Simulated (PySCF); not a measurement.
# GeC+: from the state search to spectroscopic constants

An exercise on one series of results from a longer session: the logs are not shown, and one member is left open.

Computed with PySCF 2.14.0. Level: Ge def2-SVPD, C def2-SVPD, no relativity.

The first run:

A driver script around PySCF takes these settings:

| Property | Result |
| --- | --- |
| atoms | Ge, C |
| charge | 1 |
| basis | Ge def2-SVPD, C def2-SVPD |
| Hamiltonian | no relativity |
| basis functions | 58 |
| electrons treated | 37 |
| masses in u | 73.9212, 12.0000 |
| levels | PBE0, PBE, r²SCAN, PW91, B97-3, M06-2X, HSE06, HF, MP2, SCS-MP2, CCSD, CCSD(T) |
| grid | 80 radial by 434 angular points |
| occupations | held fixed by the projection of orbital angular momentum |
| dissociation limit | Ge+ + C, each in its ground configuration |
| starting distance in angstrom | 1.970 |
| values of 2S to try | 1, 3 |

Started as:

```
OMP_NUM_THREADS=1 python dia.py task.json out
```

Steps of the session up to this table: Input; The PBE0 curve of the state that the search chose; Higher solutions at PBE0; PBE (GGA); r²SCAN (meta-GGA); PW91 (GGA); B97-3; M06-2X; HSE06; UHF (mean field); MP2 and coupled cluster.

One of the session's tables, all rows but one given; the rest of the session is left out.

It belongs to the step «The curves together». Energy (eV) from each level's lowest point:

| R (Å) | UHF | UHF-MP2 | UHF-SCS-MP2 | UHF-CCSD | UHF-CCSD(T) |
| --- | --- | --- | --- | --- | --- |
| 1.649 | 0.953 | 0.997 | 0.995 | n/a | n/a |
| 1.725 | 0.384 | 0.427 | 0.425 | 0.460 | 0.485 |
| 1.802 | 0.089 | 0.120 | 0.119 | 0.141 | 0.157 |
| 1.859 | 0.002 | 0.019 | 0.018 | 0.030 | 0.038 |
| 1.917 | 0.000 | 0.000 | 0.000 | 0.000 | 0.000 |
| 1.974 | 0.065 | 0.046 | 0.046 | 0.033 | 0.024 |
| 2.051 | 0.227 | 0.181 | 0.182 | 0.150 | 0.126 |
| 2.147 | ? | ? | ? | ? | ? |
| 2.262 | 0.906 | 0.828 | 0.818 | 0.705 | 0.631 |
| 2.415 | 1.415 | 1.457 | 1.398 | n/a | n/a |

Q: Estimate the row for R (Å) = 2.147 from the others.

Worked estimate for «UHF». A straight line through the neighbours (2.051, 0.227) and (2.262, 0.906) gives 0.227 + (0.906 − 0.227) × (2.147 − 2.051) / (2.262 − 2.051) = 0.536; a parabola fitted to 4 rows on both sides gives 0.529.

**Answer.** UHF: 0.510; UHF-MP2: 0.436; UHF-SCS-MP2: 0.435; UHF-CCSD: 0.374; UHF-CCSD(T): 0.328. In «UHF» the line misses by +0.026 and the parabola by +0.019.
